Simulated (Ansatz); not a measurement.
# CH4ClFO2SW: vertical ionisation energy

How much energy removes an electron from CH4ClFO2SW at fixed geometry? The cation is run at each level and the neutral's energy taken from earlier runs.

Computed with Ansatz 0.2.0, Gaussian basis. Level: unrestricted cation, the program's frozen cores in correlated methods.

The runs, in order: UKS PBE-D4/def2-TZVPP; UKS r2SCAN-D4/def2-TZVPP; UKS PBE0-D4/def2-TZVPP; UKS B3LYP-D4/def2-TZVPP; UKS wB97X-V/def2-TZVPP; UKS wB97M-V/def2-TZVPP; UKS B2PLYP/def2-TZVPP; UHF-CCSD(T)/def2-TZVPP; UHF-MP2/def2-QZVPP; extrapolation to the limit; then −ε(HOMO) from the neutral's earlier runs with LDA (SPW92), PBE-D4, revPBE-D4, BLYP-D4, r2SCAN-D4, B97M-V, PBE0-D4, B3LYP-D4, r2SCANh-D4, r2SCAN0-D4, HSE06-D4, BHLYP-D4, CAM-B3LYP-D4, LC-ωPBE, ωB97X-V, ωB97M-V.

### 1 The geometry

An earlier PBE0-D4 in a triple-zeta def2 set relaxation fixed the geometry. W takes the def2 core potential; no spin-orbit term is included.

SMILES `C[O][W]([OH])([F])(=[S])[Cl]`, 11 atoms, charge 0, spin multiplicity 1.

Atoms are counted from 1 here; the program's logs count them from 0.

Bond lengths: C1–O2 1.399 Å, C1–H8 1.094 Å, C1–H9 1.094 Å, C1–H10 1.091 Å, O2–W3 1.837 Å, W3–O4 1.905 Å, W3–F5 1.880 Å, W3–S6 2.111 Å, W3–Cl7 2.300 Å, O4–H11 0.963 Å. Angles: O2–C1–H8 109.4°, O2–C1–H9 109.5°, O2–C1–H10 108.8°, H8–C1–H9 109.7°, H8–C1–H10 109.9°, H9–C1–H10 109.6°, C1–O2–W3 139.0°, O2–W3–O4 84.7°, O2–W3–F5 155.0°, O2–W3–S6 102.8°, O2–W3–Cl7 90.5°, O4–W3–F5 82.1°, O4–W3–S6 111.7°, O4–W3–Cl7 138.0°, F5–W3–S6 101.7°, F5–W3–Cl7 85.4°, S6–W3–Cl7 110.0°, W3–O4–H11 115.2°.

### 2 Cation, UKS PBE-D4/def2-TZVPP

The input, in.yaml:

```yaml
crystal:
  periodic: [false, false, false]
  atoms:
    - {symbol: C, position_ang: [1.091222, -1.543957, 0.081058]}
    - {symbol: O, position_ang: [0.612576, -0.364640, 0.662722]}
    - {symbol: W, position_ang: [-0.386730, 1.104719, 0.196920]}
    - {symbol: O, position_ang: [-1.711069, -0.172281, -0.295900]}
    - {symbol: F, position_ang: [-1.371621, 2.192188, -0.978242]}
    - {symbol: S, position_ang: [-0.813562, 1.992890, 2.064233]}
    - {symbol: Cl, position_ang: [1.467883, 2.092535, -0.738206]}
    - {symbol: H, position_ang: [0.273365, -2.048957, -0.441629]}
    - {symbol: H, position_ang: [1.889125, -1.304153, -0.628423]}
    - {symbol: H, position_ang: [1.483578, -2.190134, 0.867634]}
    - {symbol: H, position_ang: [-2.469367, 0.184691, -0.769567]}
basis:
  gaussian: {orbitals: def2-TZVPP}
total_charge: 1
magnetization: {spin_polarized: true, initial_magnetization: 1}
hamiltonian: {xc: pbe, dispersion: d4}
```

Command:

```bash
$ ansatz run in.yaml --threads 2 --pin off --events-out ev --progress --plain --max-ram 32768MiB --backend cuda --devices 0, --max-vram 18GiB
```

The runs that follow: Cation, UKS r2SCAN-D4/def2-TZVPP; Cation, UKS PBE0-D4/def2-TZVPP; Cation, UKS B3LYP-D4/def2-TZVPP; Cation, UKS wB97X-V/def2-TZVPP; Cation, UKS wB97M-V/def2-TZVPP; Cation, UKS B2PLYP (frozen core)/def2-TZVPP; Cation, UHF-CCSD(T)/def2-TZVPP; Cation, UHF-MP2/def2-QZVPP.

**Question.** What will the summary of the whole plan be? Wanted: ionisation energy, CCSD(T)/CBS; nearest functional by difference; nearest −ε(HOMO); −ε(HOMO) of PBE; T1 of the cation.

As calculated:

| quantity | value |
| --- | --- |
| ionisation energy, CCSD(T)/CBS | 10.22 eV |
| nearest functional by difference | ωB97X-V (-0.20 eV) |
| nearest −ε(HOMO) | ωB97M-V (+0.00 eV) |
| −ε(HOMO) of PBE | 6.80 eV |
| T1 of the cation | 0.026 |

In words: By cation minus neutral, the functionals miss by 0.65 eV at most. −ε(HOMO) of PBE misses by 3.4 eV, since self-interaction lifts the level. Among orbital estimates ωB97M-V comes nearest. Hartree-Fock falls 1.01 eV short, as the neutral has more correlation energy than the cation. Correlated methods include outer-core shells of W, which these sets cover unevenly.
